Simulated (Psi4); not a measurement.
**CCSD(T)/def2-TZVPPD run of GaF (SMILES [F][Ga])**

Aim: the vertical ionisation energy of GaF at CCSD(T)/def2-TZVPPD, from 2 runs. 

The results are computed with Psi4 1.11.

1 further run of the same task is left out (set aside as unsound or not needed).

### 1 Starting point

GaF: 2 atoms, total charge 0, spin state singlet. As SMILES, `[F][Ga]`. Geometry: relaxed at PBE0-D4/def2-TZVP.

Bond lengths: F1–Ga2 1.787 Å.

### 2 A single-point energy at CCSD(T)/def2-TZVPPD

File input.json:

```json
{
  "schema_name": "qcschema_input",
  "schema_version": 1,
  "molecule": {
    "schema_name": "qcschema_molecule",
    "schema_version": 2,
    "symbols": ["F", "Ga"],
    "geometry": [0.0, 0.0, 0.01190527, 0.0, 0.0, 3.38799548],
    "molecular_charge": 0,
    "molecular_multiplicity": 1,
    "fix_symmetry": "c1"
  },
  "driver": "energy",
  "model": {
    "method": "ccsd(t)",
    "basis": "def2-TZVPPD"
  },
  "keywords": {
    "puream": true,
    "e_convergence": 1e-09,
    "d_convergence": 1e-08,
    "scf_type": "pk",
    "num_frozen_docc": 10
  }
}
```

Command:

```console
$ psi4 --qcschema input.json -n 1 --memory 2200MB
```

stdout:

```text
[...]
  Running in c1 symmetry.
[...]
  Nuclear repulsion =   82.639971874448236
[...]
  Multiplicity = 1
[...]
  Nalpha       = 20
  Nbeta        = 20
[...]
    Number of basis functions: 94
[...]
   @RHF iter   1: -2021.45423765627970   -3.53846e+00   3.02819e-02 DIIS/ADIIS
[...]
   @RHF iter  11: -2022.79132014522202   -1.09139e-11   4.27678e-09 DIIS
[...]
    Orbital Energies [Eh]
    ---------------------
    Doubly Occupied:
       1A   -378.827061     2A    -48.176942     3A    -42.503708
       4A    -42.503708     5A    -42.501757     6A    -26.219604
       7A     -6.405508     8A     -4.496189     9A     -4.496189
      10A     -4.491042    11A     -1.499610    12A     -1.208715
      13A     -1.208715    14A     -1.203744    15A     -1.203744
      16A     -1.199440    17A     -0.635292    18A     -0.579344
      19A     -0.579344    20A     -0.367471
[...]
  @RHF Final Energy: -2022.79132014522202
   => Energetics <=
    Nuclear Repulsion Energy =             82.6399718744482357
    One-Electron Energy =               -2990.2483290811815095
    Two-Electron Energy =                 884.8170370615112006
    Total Energy =                      -2022.7913201452220164
[...]
 Multipole Moments:
 ------------------------------------------------------------------------------------
     Multipole            Electronic (a.u.)      Nuclear  (a.u.)        Total (a.u.)
 ------------------------------------------------------------------------------------
 L = 1.  Multiply by 2.5417464519 to convert [e a0] to [Debye]
 Dipole X            :          0.0000000            0.0000000            0.0000000
 Dipole Y            :          0.0000000            0.0000000            0.0000000
 Dipole Z            :          2.1209930           -1.2049111            0.9160819
 Magnitude           :                                                    0.9160819
[...]
      * MP2 total energy                      = -2023.248631312703083
[...]
      * CCSD total energy                     = -2023.245807889414891
[...]
      * CCSD(T) total energy                  = -2023.262739780373067
[...]
```

The result, in JSON:

```text
{
 "driver": "energy",
 "model": {
  "method": "ccsd(t)",
  "basis": "def2-TZVPPD"
 },
 "success": true,
 "return_result": -2023.262739780373,
 "properties": {
  "calcinfo_nbasis": 94,
  "calcinfo_nmo": 94,
  "calcinfo_nalpha": 20,
  "calcinfo_nbeta": 20,
  "calcinfo_natom": 2,
  "nuclear_repulsion_energy": 82.63997187444824,
  "return_energy": -2023.262739780373,
  "scf_one_electron_energy": -2990.2483290811815,
  "scf_two_electron_energy": 884.8170370615112,
  "scf_dipole_moment": [3.832496046802338e-16, 7.825632715949165e-15, 0.9160819496694987],
  "scf_total_energy": -2022.791320145222,
  "scf_iterations": 11,
  "mp2_same_spin_correlation_energy": -0.13046447672575295,
  "mp2_opposite_spin_correlation_energy": -0.32684669075375616,
  "mp2_singles_energy": -5.2985702823989495e-28,
  "mp2_doubles_energy": -0.4573111674795091,
  "mp2_correlation_energy": -0.4573111674795091,
  "mp2_total_energy": -2023.248631312703,
  "ccsd_same_spin_correlation_energy": -0.11584654526377947,
  "ccsd_opposite_spin_correlation_energy": -0.33864119892749833,
  "ccsd_singles_energy": 0.0,
  "ccsd_doubles_energy": -0.4544877441912778,
  "ccsd_correlation_energy": -0.454487744191278,
  "ccsd_total_energy": -2023.245807889415,
  "ccsd_iterations": 16,
  "ccsd_prt_pr_correlation_energy": -0.47141963514936613,
  "ccsd_prt_pr_total_energy": -2023.262739780373
 }
}
```

Wall time 81 s (1 thread of Intel Xeon at 2.50GHz (Skylake/Cascade Lake), shared host); peak memory 0.67 GiB.

### 3 The doublet cation at the same level

File input.json:

```json
{
 "schema_name": "qcschema_input",
 "schema_version": 1,
 "molecule": {
  "schema_name": "qcschema_molecule",
  "schema_version": 2,
  "symbols": ["F", "Ga"],
  "geometry": [0.0, 0.0, 0.01190527, 0.0, 0.0, 3.38799548],
  "molecular_charge": 1,
  "molecular_multiplicity": 2,
  "fix_symmetry": "c1",
  "fix_com": true,
  "fix_orientation": true
 },
 "driver": "energy",
 "model": {
  "method": "ccsd(t)",
  "basis": "def2-TZVPPD"
 },
 "keywords": {
  "reference": "uhf",
  "puream": true,
  "e_convergence": 1e-09,
  "d_convergence": 1e-08,
  "scf_type": "pk",
  "num_frozen_docc": 10,
  "maxiter": 100
 }
}
```

Command:

```console
$ psi4 --qcschema input.json -n 1 --memory 2200MB
```

stdout:

```text
[...]
  Running in c1 symmetry.
[...]
  Nuclear repulsion =   82.639971874448236
[...]
  Multiplicity = 2
[...]
  Nalpha       = 20
  Nbeta        = 19
[...]
    Number of basis functions: 94
[...]
   @UHF iter   1: -2021.27582914579398   -3.36005e+00   2.92209e-02 DIIS/ADIIS
[...]
   @UHF iter  14: -2022.44671298898675   -5.00222e-12   4.39277e-09 DIIS
[...]
   @S^2 Observed:                7.628664601E-01
[...]
    Orbital Energies [Eh]
    ---------------------
    Alpha Occupied:
       1A   -379.189121     2A    -48.534963     3A    -42.861857
       4A    -42.861857     5A    -42.859580     6A    -26.510113
       7A     -6.766157     8A     -4.856114     9A     -4.856114
      10A     -4.849796    11A     -1.785162    12A     -1.568702
      13A     -1.568702    14A     -1.561620    15A     -1.561620
      16A     -1.553714    17A     -0.928513    18A     -0.852008
      19A     -0.852008    20A     -0.723064
    Alpha Virtual:
      21A     -0.223100    22A     -0.223100    23A     -0.127971
      24A     -0.095598    25A     -0.043139    26A     -0.043139
[...]
  @UHF Final Energy: -2022.44671298898675
   => Energetics <=
    Nuclear Repulsion Energy =             82.6399718744482357
    One-Electron Energy =               -2976.9015617595773620
    Two-Electron Energy =                 871.8148768961420956
    Total Energy =                      -2022.4467129889869739
  UHF NO Occupations:
  HONO-2 :   18  A 1.9998432
  HONO-1 :   19  A 1.9940719
[...]
 Multipole Moments:
 ------------------------------------------------------------------------------------
     Multipole            Electronic (a.u.)      Nuclear  (a.u.)        Total (a.u.)
 ------------------------------------------------------------------------------------
 L = 1.  Multiply by 2.5417464519 to convert [e a0] to [Debye]
 Dipole X            :          0.0000000            0.0000000            0.0000000
 Dipole Y            :          0.0000000            0.0000000            0.0000000
 Dipole Z            :       -100.6328154          105.1350073            4.5021919
 Magnitude           :                                                    4.5021919
[...]
      * MP2 total energy                      = -2022.871043712044411
[...]
      * CCSD total energy                     = -2022.863610379575675
[...]
      * CCSD(T) total energy                     = -2022.879659799004685
[...]
```

The result, in JSON:

```text
{
 "driver": "energy",
 "model": {
  "method": "ccsd(t)",
  "basis": "def2-TZVPPD"
 },
 "success": true,
 "return_result": -2022.8796597990047,
 "properties": {
  "calcinfo_nbasis": 94,
  "calcinfo_nmo": 94,
  "calcinfo_nalpha": 20,
  "calcinfo_nbeta": 19,
  "calcinfo_natom": 2,
  "nuclear_repulsion_energy": 82.63997187444824,
  "return_energy": -2022.8796597990047,
  "scf_one_electron_energy": -2976.9015617595774,
  "scf_two_electron_energy": 871.8148768961421,
  "scf_dipole_moment": [1.0091192176130527e-15, 2.903468924203115e-15, 4.502191869056901],
  "scf_total_energy": -2022.4467129889867,
  "scf_iterations": 14,
  "mp2_same_spin_correlation_energy": -0.12546589900573685,
  "mp2_opposite_spin_correlation_energy": -0.29886482404221654,
  "mp2_singles_energy": -1.3018437809924877e-27,
  "mp2_doubles_energy": -0.4243307230479534,
  "mp2_correlation_energy": -0.4243307230479534,
  "mp2_total_energy": -2022.8710437120444,
  "ccsd_same_spin_correlation_energy": -0.1113058809429592,
  "ccsd_opposite_spin_correlation_energy": -0.3055915096361889,
  "ccsd_singles_energy": -4.457759419106068e-17,
  "ccsd_doubles_energy": -0.4168973905791481,
  "ccsd_correlation_energy": -0.41689739057914815,
  "ccsd_total_energy": -2022.8636103795757,
  "ccsd_iterations": 20,
  "ccsd_prt_pr_correlation_energy": -0.4329468100081356,
  "ccsd_prt_pr_total_energy": -2022.8796597990047
 }
}
```

Wall time 4.5 min (1 thread of Intel Xeon at 2.50GHz (Skylake/Cascade Lake), shared host); peak memory 0.72 GiB.

### 4 What came out

At CCSD(T)/def2-TZVPPD, 10 core orbitals frozen:

| quantity | value |
| --- | --- |
| singlet GaF: total energy | -2023.26274 Eh |
| singlet GaF: HOMO energy (Hartree–Fock orbitals) | -10.00 eV |
| singlet GaF: LUMO energy (Hartree–Fock orbitals) | 1.08 eV |
| singlet GaF: HOMO–LUMO gap (Hartree–Fock orbitals) | 11.08 eV |
| singlet GaF: correlation energy (10 core orbitals frozen) | -471.4 mEh |
| singlet GaF: (T) correction | -16.93 mEh |
| singlet GaF: T1 diagnostic | 0.016 |
| doublet cation: total energy | -2022.87966 Eh |
| doublet cation: HOMO energy (Hartree–Fock orbitals) (highest over α and β) | -19.68 eV |
| doublet cation: LUMO energy (Hartree–Fock orbitals) (lowest over α and β) | -8.82 eV |
| doublet cation: correlation energy (10 core orbitals frozen) | -432.9 mEh |
| doublet cation: (T) correction | -16.05 mEh |
| doublet cation: ⟨S²⟩ of the reference determinant | 0.763 |
| doublet cation: T1 diagnostic | 0.028 |
| vertical ionisation energy (to the doublet cation) | 10.424 eV |

In words: Removing an electron at fixed nuclei costs 10.42 eV (240 kcal/mol). The triples (singlet GaF) make up 3.6 % of the correlation energy. The triples (doublet cation) make up 3.7 % of the correlation energy.
